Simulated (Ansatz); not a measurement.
InPd, space group Pm-3m: an all-electron equation of state, run with the Python package of Ansatz (0.2.0).

`eos_lapw.py`:
```python
"""E(V) of InPd on LAPW."""

import logging
import sys

import ansatz as az
from ase.eos import EquationOfState
from ase.units import GPa
import numpy as np

logging.basicConfig(stream=sys.stdout, format="%(name)s: %(message)s")
logger = logging.getLogger("ansatz_job")
logger.setLevel(logging.INFO)

WIDTH_EV = 0.15
XC = "lda"
MESH = (9, 9, 9)

vectors0 = np.array([
    [3.271885, 0.0, 0.0],
    [0.0, 3.271885, 0.0],
    [0.0, 0.0, 3.271885],
])
sites = [
    ("In", [0.0, 0.0, 0.0]),
    ("Pd", [0.5, 0.5, 0.5]),
]


def crystal_on(cell):
    crystal = az.Crystal(lattice=az.Lattice.of(cell))
    for symbol, position in sites:
        crystal = crystal.atom(symbol, position)
    return crystal


def main() -> None:
    volumes, energies = [], []
    for scale in np.linspace(0.92, 1.08, 5):
        cell = vectors0 * scale ** (1 / 3)
        setup = crystal_on(cell).calculation()
        setup = setup.occupations(az.OccupationsMethod.FERMI_DIRAC, width=WIDTH_EV)
        setup = setup.functional(XC)
        setup = setup.kpoints(*MESH)
        setup = setup.pseudopotentials("all_electron", lapw=True)
        rep = setup.run().report
        volumes.append(abs(np.linalg.det(cell)) / len(sites))
        energies.append(rep["free_energy_ev"] / len(sites))
        logger.info(f"{scale:.3f} {volumes[-1]:9.4f} A^3/atom {energies[-1]:16.5f} eV/atom  (estimated basis error {1000 * rep['lapw_basis_errors']['total_ev_per_atom']:.2f} meV/atom)")
    v0, e0, bulk = EquationOfState(volumes, energies, eos="birchmurnaghan").fit()
    logger.info(f"V0 = {v0:.4f} A^3/atom, B0 = {bulk / GPa:.1f} GPa")


if __name__ == "__main__":
    main()
```

Where does the minimum lie against the volume typed, and how stiff is the crystal?

A third-order Birch-Murnaghan fit through the 5 points has its minimum at 16.64 Å³ an atom, 5.0 % below the typed cell, with a bulk modulus of 148 GPa and dB/dP = 5.5. From that minimum the energy rises by 8.4 meV an atom on the compressed side and 108.6 meV on the expanded side. The window is off centre, so dB/dP is rough.

What the script printed:

Running `python eos_lapw.py` prints:
```text
ansatz_job: 0.920   16.1121 A^3/atom    -148542.54897 eV/atom  (estimated basis error 0.06 meV/atom)
ansatz_job: 0.960   16.8126 A^3/atom    -148542.55661 eV/atom  (estimated basis error 0.06 meV/atom)
ansatz_job: 1.000   17.5131 A^3/atom    -148542.53852 eV/atom  (estimated basis error 0.06 meV/atom)
ansatz_job: 1.040   18.2137 A^3/atom    -148542.50097 eV/atom  (estimated basis error 0.06 meV/atom)
ansatz_job: 1.080   18.9142 A^3/atom    -148542.44875 eV/atom  (estimated basis error 0.06 meV/atom)
ansatz_job: V0 = 16.6428 A^3/atom, B0 = 148.5 GPa
```

All-electron totals depend on functional, relativistic treatment and basis; only differences at equal settings carry meaning. Spin is left out of this run. The mesh is modest for a metal, so energies can be off by several to tens of meV an atom and pressures by half a GPa or more; differences at equal mesh fare better. A Fermi-Dirac width this large means warm electrons, whose thermal share enters the free energy. The structure comes from a database of computed cells and needn't be a stable or known phase. Wall time of the script: 47 s on 1 thread of Intel(R) Xeon(R) Processor @ 2.30GHz (shared host), peak memory 0.53 GiB.
